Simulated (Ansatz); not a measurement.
# C2H4BN: the cost of one run

Method: RKS r2SCAN-D4/def2-SVP, in Ansatz 0.2.0.

## Step 1: The starting structure

Bond lengths: B1–C2 1.520 Å, C2–C3 1.358 Å, C2–N4 1.339 Å, C3–N4 1.453 Å, B1–H5 1.231 Å, B1–H6 1.224 Å, C2–H7 1.136 Å, C3–H8 1.041 Å. Angles: B1–C2–C3 112.4°, B1–C2–N4 114.7°, B1–C2–H7 123.6°, C3–C2–N4 65.2°, C3–C2–H7 116.6°, N4–C2–H7 110.0°, C2–B1–H5 121.8°, C2–B1–H6 123.8°, H5–B1–H6 114.3°, C2–C3–N4 56.8°, C2–C3–H8 150.8°, N4–C3–H8 151.3°, C2–N4–C3 58.0°.

As a file:

```xyz
8

B    -0.4499    1.0348   -0.2005
C     0.5569   -0.0766    0.0446
C    -0.0314   -1.2978    0.1307
N     0.5237   -0.5997    1.2772
H    -0.8094    1.3450   -1.3359
H    -0.9082    1.7451    0.6851
H     1.6261   -0.0533   -0.3396
H    -0.4158   -2.1546   -0.3176
```

## Step 2: End point A

input.yaml

```yaml
crystal:
  periodic: [false, false, false]
  atoms:
    - { symbol: B, position_ang: [-0.4499, 1.0348, -0.2005] }
    - { symbol: C, position_ang: [0.5569, -0.0766, 0.0446] }
    - { symbol: C, position_ang: [-0.0314, -1.2978, 0.1307] }
    - { symbol: "N", position_ang: [0.5237, -0.5997, 1.2772] }
    - { symbol: H, position_ang: [-0.8094, 1.345, -1.3359] }
    - { symbol: H, position_ang: [-0.9082, 1.7451, 0.6851] }
    - { symbol: H, position_ang: [1.6261, -0.0533, -0.3396] }
    - { symbol: H, position_ang: [-0.4158, -2.1546, -0.3176] }
basis:
  gaussian: { orbitals: def2-SVP }
hamiltonian:
  xc: r2scan
  dispersion: d4
relax:
  f_tol: 0.02
  max_steps: 50
output:
  orbitals: {}
```

Command:

```
> ansatz run input.yaml --threads 2 --pin off --max-ram 3072MiB --backend cpu --events-out ev --progress --plain --runs-dir out
```

**Question.** How long does this run take on 2 threads of Intel Xeon Platinum 8259CL at 2.50GHz (Skylake/Cascade Lake), shared host, and how much memory does it need?

About 31 s, with a peak of 0.17 GiB.
